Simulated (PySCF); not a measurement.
# B3LYP/6-31G(d) (spherical functions) run of GeH3Cl (chlorogermane)

Aim: the energy change on altering one bond length of GeH3Cl (chlorogermane) at B3LYP/6-31G* (spherical functions), from 2 runs. The job is set up through a Python script.

Program for the calculation: PySCF 2.14.0.

2 further runs of the same task are left out: 2 set aside as unsound or not needed.

## 1. The system as given

GeH3Cl has 5 atoms, charge 0, and is taken as a singlet. SMILES: `[Cl][GeH3]`. The coordinates come from a PBE0-D4/def2-TZVP relaxation.

Bond lengths: Cl1–Ge2 2.155 Å, Ge2–H3 1.532 Å, Ge2–H4 1.532 Å, Ge2–H5 1.532 Å. Angles: Cl1–Ge2–H3 107.1°, Cl1–Ge2–H4 107.1°, Cl1–Ge2–H5 107.1°, H3–Ge2–H4 111.7°, H3–Ge2–H5 111.7°, H4–Ge2–H5 111.7°.

## 2. A single-point energy at B3LYP/6-31G(d) (spherical functions)

The input, input.py:

```python
from pyscf import gto, dft

molecule = gto.M(
    atom=[
    ('Cl', (-1.875800, -0.025100, 0.641300)),
    ('Ge', (0.161800, -0.013900, -0.060600)),
    ('H', (0.160400, 0.656200, -1.438100)),
    ('H', (0.619000, -1.473700, -0.140600)),
    ('H', (0.984500, 0.782900, 0.956700)),
],
    spin=0,
    charge=0,
    max_memory=1860,
    basis='6-31g*',
    verbose=4,
)

myscf = dft.RKS(molecule, xc='b3lyp')
myscf.conv_tol = 1e-10
myscf.grids.level = 5
myscf.kernel()
if not myscf.converged:
    myscf = myscf.newton().run(myscf.mo_coeff, myscf.mo_occ)

e_tot = myscf.e_tot
print('E = %.10f Eh' % e_tot)
```

Run with:

```sh
OMP_NUM_THREADS=1 python input.py
```

The program printed:

```text
PySCF version 2.14.0

[INPUT] num. atoms = 5
[INPUT] num. electrons = 52
[INPUT] charge = 0
[INPUT] spin (= nelec alpha-beta = 2S) = 0
[INPUT] symmetry False subgroup None
[INPUT] Mole.unit = angstrom
[INPUT] Symbol           X                Y                Z      unit          X                Y                Z       unit  Magmom
[INPUT]  1 Cl    -1.875800000000  -0.025100000000   0.641300000000 AA   -3.544748264459  -0.047432125727   1.211881363684 Bohr   0.0
[INPUT]  2 Ge     0.161800000000  -0.013900000000  -0.060600000000 AA    0.305757686955  -0.026267193131  -0.114517403149 Bohr   0.0
[INPUT]  3 H      0.160400000000   0.656200000000  -1.438100000000 AA    0.303112070380   1.240038282940  -2.717615139737 Bohr   0.0
[INPUT]  4 H      0.619000000000  -1.473700000000  -0.140600000000 AA    1.169740471106  -2.784889389772  -0.265695493114 Bohr   0.0
[INPUT]  5 H      0.984500000000   0.782900000000   0.956700000000 AA    1.860435369634   1.479466582922   1.807900983371 Bohr   0.0

nuclear repulsion = 176.393822004282
number of shells = 26
number of NR pGTOs = 158
number of NR cGTOs = 56
basis = 6-31g*
ecp = {}

******** <class 'pyscf.dft.rks.RKS'> ********
method = RKS
initial guess = minao
damping factor = 0
level_shift factor = 0
DIIS = <class 'pyscf.scf.diis.CDIIS'>
diis_start_cycle = 1
diis_space = 8
diis_damp = 0
SCF conv_tol = 1e-10
SCF conv_tol_grad = None
SCF max_cycles = 50
direct_scf = True
direct_scf_tol = 1e-13
XC library pyscf.dft.libxc version 7.0.0
    S. Lehtola, C. Steigemann, M. J.T. Oliveira, and M. A.L. Marques.,  SoftwareX 7, 1–5 (2018)
XC functionals = b3lyp
    P. J. Stephens, F. J. Devlin, C. F. Chabalowski, and M. J. Frisch.,  J. Phys. Chem. 98, 11623 (1994)
radial grids:
    Treutler-Ahlrichs [JCP 102, 346 (1995); DOI:10.1063/1.469408] (M4) radial grids

becke partition: Becke, JCP 88, 2547 (1988); DOI:10.1063/1.454033
pruning grids: <function nwchem_prune>
grids dens level: 5
symmetrized grids: False
atomic radii adjust function: <function treutler_atomic_radii_adjust>
small_rho_cutoff = 0
Set gradient conv threshold to 1e-05
Initial guess from minao.
tot grids = 158408
init E= -2538.1455267381
  HOMO = -0.338550740365187  LUMO = -0.0471950882149299  gap/eV = 7.92819
cycle= 1 E= -2538.75130276237  delta_E= -0.606  |g|= 0.465  |ddm|= 1.96
  HOMO = -0.258064769067149  LUMO = -0.029542755923893  gap/eV = 6.21840
cycle= 2 E= -2538.72635851718  delta_E= 0.0249  |g|=  0.6  |ddm|= 0.988
  HOMO = -0.308461009892718  LUMO = -0.0215593335957438  gap/eV = 7.80699
cycle= 3 E= -2538.78727669622  delta_E= -0.0609  |g|= 0.0135  |ddm|= 0.582
  HOMO = -0.306284386355335  LUMO = -0.0218403445119417  gap/eV = 7.74012
cycle= 4 E= -2538.78731195157  delta_E= -3.53e-05  |g|= 0.00934  |ddm|= 0.0318
  HOMO = -0.307752260142119  LUMO = -0.0217415599972881  gap/eV = 7.78275
cycle= 5 E= -2538.787338294  delta_E= -2.63e-05  |g|= 0.00079  |ddm|= 0.013
  HOMO = -0.307623493999262  LUMO = -0.0216170977525412  gap/eV = 7.78263
cycle= 6 E= -2538.78733845828  delta_E= -1.64e-07  |g|= 0.000164  |ddm|= 0.00115
  HOMO = -0.307649579948184  LUMO = -0.0216281633620743  gap/eV = 7.78304
cycle= 7 E= -2538.78733846518  delta_E= -6.9e-09  |g|= 4.38e-05  |ddm|= 0.000231
  HOMO = -0.307639591543004  LUMO = -0.0216248022125947  gap/eV = 7.78286
cycle= 8 E= -2538.7873384659  delta_E= -7.21e-10  |g|= 4.56e-06  |ddm|= 6.77e-05
  HOMO = -0.307640143676044  LUMO = -0.0216257298601912  gap/eV = 7.78285
cycle= 9 E= -2538.7873384659  delta_E= -9.09e-13  |g|= 3.94e-07  |ddm|= 8.74e-06
  HOMO = -0.307640044392417  LUMO = -0.0216256196643556  gap/eV = 7.78285
Extra cycle  E= -2538.7873384659  delta_E= -1.82e-12  |g|= 4.53e-07  |ddm|= 1.13e-06
converged SCF energy = -2538.7873384659
E = -2538.7873384659 Eh
```

Wall time 12 s (1 thread of Intel Xeon at 2.70GHz, shared host); peak memory 0.32 GiB.

## 3. The distorted shape at the same level

The input, mol.xyz:

```xyz
5
ClGeH3
Cl    -2.863033    -0.981253    -0.579451
Ge    -0.825433    -0.970053    -1.281351
H     -0.826833    -0.299953    -2.658851
H     -0.368233    -2.429853    -1.361351
H      0.984500     0.782900     0.956700
```

The input, input.py:

```python
from pyscf import gto, dft

system = gto.Mole()
system.atom = 'mol.xyz'
system.basis = '6-31g*'
system.charge = 0
system.verbose = 3
system.max_memory = 1860
system.build()

mf = dft.RKS(system, xc='b3lyp')
mf.conv_tol = 1e-10
mf.grids.level = 5
mf.kernel()
if not mf.converged:
    mf = mf.newton().run(mf.mo_coeff, mf.mo_occ)

energy = mf.e_tot
print(f'total energy: {energy:.8f} hartree')
```

Run with:

```sh
OMP_NUM_THREADS=1 python input.py
```

The program printed:

```text
converged SCF energy = -2538.63188992367
total energy: -2538.63188992 hartree
```

Run time: 13 s. Hardware: 1 thread of Intel Xeon at 2.70GHz, shared host; peak memory 0.32 GiB.

## 4. Results

At B3LYP/6-31G* (spherical functions):

| quantity | value |
| --- | --- |
| first shape: total energy | -2538.78734 Eh |
| first shape: dipole moment | 2.22 D |
| first shape: HOMO energy | -8.37 eV |
| first shape: LUMO energy | -0.59 eV |
| first shape: HOMO–LUMO gap | 7.78 eV |
| distorted shape: total energy | -2538.63189 Eh |
| distorted shape: dipole moment | 2.34 D |
| distorted shape: HOMO energy | -6.51 eV |
| distorted shape: LUMO energy | -4.36 eV |
| distorted shape: HOMO–LUMO gap | 2.15 eV |
| energy change with the Ge2–H5 bond stretched from 1.532 to 3.370 Å | 4.230 eV |

In words: One bond (distorted shape) is far stretched, which a spin-restricted single reference describes badly; a broken-symmetry solution may lie lower. With the Ge2–H5 bond stretched from 1.532 to 3.370 Å the energy rises by 4.23 eV (408 kJ/mol). The first shape isn't relaxed at this level, so the change isn't measured from a minimum. A restricted reference can't describe the breaking bond well at this length. Mulliken charges (first shape) run from -0.20 on Cl1 to +0.05 on H3; they depend strongly on the basis. Mulliken charges (distorted shape) run from -0.14 on Cl1 to +0.08 on H3; they depend strongly on the basis.
